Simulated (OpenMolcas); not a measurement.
**RuO: electronic states by CASSCF, CASPT2 and spin–orbit RASSI**

Which states of RuO lie lowest, and how does spin–orbit coupling split them?

Computed with OpenMolcas 26.06. Level: SA-CASSCF(12,9), XMS-CASPT2, RASSI; ANO-RCC-VDZP.

All values are calculated.

## Step 1: Input

C2 symmetry about the axis (a holds Σ, Δ, Γ; b holds Π, Φ, H; Σ⁺ and Σ⁻ are not told apart); roots by multiplicity and irrep: 5a 2, 3b 6, 3a 9, 5b 4.

Active shells: Ru 5s 4d, O 2p.

Contents of m.inp:

```
&GATEWAY
Coord
2
angstrom
Ru 0.0 0.0 0.0
O 0.0 0.0 1.7040
Basis=ANO-RCC-VDZP
Group=XY
RX2C
AMFI
ANGMom
0.0 0.0 0.0
RICD
&SEWARD
&GUESSORB
&RASSCF
FileOrb=$CurrDir/o51.orb
Symmetry=1
Spin=5
nActEl=12 0 0
Inactive=12 8
RAS2=5 4
CIRoot=2 2 1
Linear
Iterations=120 100
OrbListing=Nothing
PRWF=0.15
>>COPY $Project.RasOrb $CurrDir/o51.orb
>>COPY $Project.rasscf.h5 $CurrDir/r51.h5
&CASPT2
XMultistate=all
Imaginary=0.2
IPEA=0.25
MaxIter=40
>>COPY $Project.JobMix JOB001
&RASSCF
FileOrb=$CurrDir/o32.orb
Symmetry=2
Spin=3
nActEl=12 0 0
Inactive=12 8
RAS2=5 4
CIRoot=6 6 1
Linear
Iterations=120 100
OrbListing=Nothing
PRWF=0.15
>>COPY $Project.RasOrb $CurrDir/o32.orb
>>COPY $Project.rasscf.h5 $CurrDir/r32.h5
&CASPT2
XMultistate=all
Imaginary=0.2
IPEA=0.25
MaxIter=40
>>COPY $Project.JobMix JOB002
&RASSCF
FileOrb=$CurrDir/o31.orb
Symmetry=1
Spin=3
nActEl=12 0 0
Inactive=12 8
RAS2=5 4
CIRoot=9 9 1
Linear
Iterations=120 100
OrbListing=Nothing
PRWF=0.15
>>COPY $Project.RasOrb $CurrDir/o31.orb
>>COPY $Project.rasscf.h5 $CurrDir/r31.h5
&CASPT2
XMultistate=all
Imaginary=0.2
IPEA=0.25
MaxIter=40
>>COPY $Project.JobMix JOB003
&RASSCF
FileOrb=$CurrDir/o52.orb
Symmetry=2
Spin=5
nActEl=12 0 0
Inactive=12 8
RAS2=5 4
CIRoot=4 4 1
Linear
Iterations=120 100
OrbListing=Nothing
PRWF=0.15
>>COPY $Project.RasOrb $CurrDir/o52.orb
>>COPY $Project.rasscf.h5 $CurrDir/r52.h5
&CASPT2
XMultistate=all
Imaginary=0.2
IPEA=0.25
MaxIter=40
>>COPY $Project.JobMix JOB004
&RASSI
Nr of JobIphs=4 2 6 9 4
1 2
1 2 3 4 5 6
1 2 3 4 5 6 7 8 9
1 2 3 4
SpinOrbit
EJob
Omega
MEES
MESO
Properties=4
'AngMom' 3 'Mltpl  1' 1 'Mltpl  1' 2 'Mltpl  1' 3
Thrs=1.0d-4
>>COPY $Project.rassi.h5 $CurrDir/so.h5
```

Each module block was a call of its own in one work directory; start orbitals came from a preliminary run.

On the command line:

```
$ pymolcas m.inp
```

## Step 2: The spin-free blocks

Output, in excerpt, cut to the lines that bear on the results:

```text
[...]
      Number of active orbitals                  9
[...]
      Spin quantum number                      2.0
[...]
      Active orbitals                            5   4
[...]
      printout of CI-coefficients larger than  0.15 for root  1
      energy=   -4602.884100
      conf/sym  11111 2222     Coeff  Weight
           265  022uu uu22  -0.68102 0.46378
           313  02u2u uu22  -0.66354 0.44029
      printout of CI-coefficients larger than  0.15 for root  2
      energy=   -4602.884100
      conf/sym  11111 2222     Coeff  Weight
           265  022uu uu22   0.66354 0.44029
[...]
      Natural orbitals and occupation numbers for root  1
      sym 1:   0.093260   1.903579   1.995275   1.001783   1.007829
      sym 2:   1.044027   1.044027   1.955110   1.955110
      Natural orbitals and occupation numbers for root  2
      sym 1:   0.093259   1.903579   1.001783   1.995275   1.007829
      sym 2:   1.044027   1.044027   1.955110   1.955110
      RASSCF energy for state  2                  -4602.88410014
::    RASSCF root number  1 Total energy:  -4602.88410014
::    RASSCF root number  2 Total energy:  -4602.88410014
[...]
      Number of CSFs                           530
[...]
::    XMS-CASPT2 Root  3     Total energy:  -4603.37829819
::    XMS-CASPT2 Root  4     Total energy:  -4603.37829819
::    XMS-CASPT2 Root  5     Total energy:  -4603.36958473
::    XMS-CASPT2 Root  6     Total energy:  -4603.36958473
[...]
      Natural orbitals and occupation numbers for root  2
      sym 1:   0.076946   1.914817   1.933700   1.060008   1.015837
      sym 2:   1.064092   1.064093   1.935254   1.935254
      Natural orbitals and occupation numbers for root  3
      sym 1:   0.071982   1.923521   1.498414   1.498414   1.008600
      sym 2:   1.082549   1.082548   1.916986   1.916986
      Natural orbitals and occupation numbers for root  4
      sym 1:   0.071982   1.923521   1.498413   1.498414   1.008600
      sym 2:   1.082549   1.082548   1.916986   1.916986
      Natural orbitals and occupation numbers for root  5
[... the kept output breaks off here ...]
```

Spin-free states (degenerate pairs once); dipoles are positive if O is the positive end.

```csv
state,CASSCF root of the same rank (eV),XMS-CASPT2 (eV),μ of the rotated CASSCF state (D)
(1)5Δ,0.00,0.000,-3.36
(1)3Π,0.79,0.763,-3.52
(1)3Σ,1.08,0.838,-5.03
(1)3Δ,1.08,0.916,-3.45
(1)3Φ,1.11,1.024,-2.99
(1)3Γ,1.10,1.177,-3.37
(2)3Π,1.35,1.261,-3.25
(2)3Σ,1.46,1.384,-3.49
(3)3Σ,1.58,1.464,-3.33
(2)3Δ,1.63,1.604,-3.28
(1)5Π,1.68,1.927,-0.64
(1)5Φ,1.68,1.971,-0.58
```

XMS-CASPT2 splits the two components of a degenerate state by up to 11 cm⁻¹ here, an artefact of the lowered symmetry; the lower one is listed, and the split carries into the Ω levels (unreadable Ω is marked ?).

State-averaged natural occupations by block (full and empty orbitals left out): 5a: 0.09 1.90 1.50 1.50 1.01 1.04 1.04 1.96 1.96; 3b: 0.08 1.94 1.64 1.64 1.66 0.63 0.63 1.89 1.89; 3a: 0.08 1.92 1.53 1.53 0.94 1.08 1.08 1.92 1.92; 5b: 1.00 1.97 1.49 1.49 1.03 0.65 0.65 1.86 1.86. Reference weights run from 0.853 to 0.867.

## Step 3: Spin–orbit coupling by RASSI

RASSI output, in excerpt, cut to the lines that bear on the results:

```text
[...]
   Eigenvalues of complex Hamiltonian:
  (Shifted by EMIN (a.u.) =      -4603.4159345267)
 SO State       Relative EMIN(au)   Rel lowest level(eV)    D:o, cm**(-1)      Omega
     1            -0.0045597362        0.0000000000              0.0000         4.0
     2            -0.0045597351        0.0000000308              0.0002         4.0
     3            -0.0026515958        0.0519231474            418.7884         3.0
     4            -0.0026515932        0.0519232166            418.7890         3.0
     5            -0.0006112363        0.1074441563            866.5956         2.0
     6            -0.0005959217        0.1078608869            869.9567         2.0
     7             0.0015221488        0.1654965239           1334.8195         1.0
     8             0.0015221496        0.1654965443           1334.8196         1.0
     9             0.0036401202        0.2231294599           1799.6605         0.0
    10             0.0036511793        0.2234303951           1802.0877         0.0
    11             0.0260403439        0.8326706003           6715.9413         2.0
    12             0.0260549647        0.8330684513           6719.1502         2.0
    13             0.0267578403        0.8521946698           6873.4136         0.4
    14             0.0269964140        0.8586865933           6925.7744         1.0
[...]
```

Wall time 56 s (1 thread of Arm Neoverse V1, shared host); peak memory 0.31 GiB.

Levels:

| Ω | energy (cm⁻¹) | parentage | f from lowest |
| --- | --- | --- | --- |
| 4 | 0 | 100% (1)5Δ | 0 |
| 3 | 419 | 99% (1)5Δ | 0 |
| 2 | 867 | 96% (1)5Δ | 0 |
| 1 | 1335 | 98% (1)5Δ | 0 |
| 0 | 1800 | 97% (1)5Δ | 0 |
| 0 | 1802 | 97% (1)5Δ | 0 |
| 2 | 6716 | 95% (1)3Π | 0 |
| ? | 6873 | 61% (1)3Π + 34% (1)3Σ | 0 |
| 1 | 6926 | 76% (1)3Π + 22% (1)3Σ | 0 |
| 3 | 7353 | 99% (1)3Δ | 1.6e-05 |
| ? | 7384 | 92% (1)3Π | 0 |
| 1 | 7987 | 77% (1)3Σ + 22% (1)3Π | 0 |
| ? | 8189 | 63% (1)3Σ + 29% (1)3Π | 0 |
| 2 | 8365 | 98% (1)3Δ | 0 |
| ? | 8642 | 93% (1)3Φ + 5% (1)3Γ | 0 |
| ? | 8659 | 88% (1)3Φ + 5% (1)3Γ + 3% (1)3Σ | 0 |
| 3 | 9182 | 95% (1)3Φ | 0 |
| 1 | 9343 | 98% (1)3Δ | 0 |
| 5 | 9441 | 99% (1)3Γ | 4.2e-05 |
| 2 | 9767 | 94% (1)3Φ | 0 |
| 2 | 9803 | 98% (1)3Φ | 0 |
| 4 | 10559 | 94% (1)3Γ | 0 |
| 2 | 10627 | 90% (2)3Π + 5% (2)3Δ | 0 |
| 2 | 10671 | 88% (2)3Π + 4% (2)3Δ | 0 |
| 1 | 10841 | 77% (2)3Π + 13% (3)3Σ + 6% (2)3Σ | 0 |
| ? | 11524 | 71% (2)3Π + 25% (3)3Σ | 0 |
| 3 | 11536 | 96% (1)3Γ | 0 |
| 1 | 11777 | 64% (2)3Σ + 19% (3)3Σ + 12% (2)3Π | 0 |
| ? | 11815 | 77% (2)3Π + 22% (2)3Σ | 0 |
| ? | 12338 | 75% (2)3Σ + 20% (2)3Π | 0 |

All 9 distances took 9.8 min on 1 thread of Arm Neoverse V1, shared host; 5 of them failed the checks on weights, roots and symmetry and are left out.

## Step 4: Outcome

| quantity | value |
| --- | --- |
| lowest spin-free state | (1)5Δ |
| next spin-free state | (1)3Π, 0.763 eV |
| lowest level | Ω = 4, 100 % (1)5Δ |
| next level | Ω = 3, 419 cm⁻¹ |
| lowering by spin–orbit coupling | 1001 cm⁻¹ |

At 1.704 Å the lowest computed level has Ω = 4 and is 100 % (1)5Δ. The levels that stem mainly from (1)5Δ spread over 1802 cm⁻¹. Only the spin multiplicities and numbers of roots in the input were computed, so the list of states is not complete and the lowest one found need not be the ground state; labels number the states computed. For d and f metals this valence active space lacks a second d shell: the order of states is not reliable within half an eV or more, and the lowest computed state need not be the true ground state.
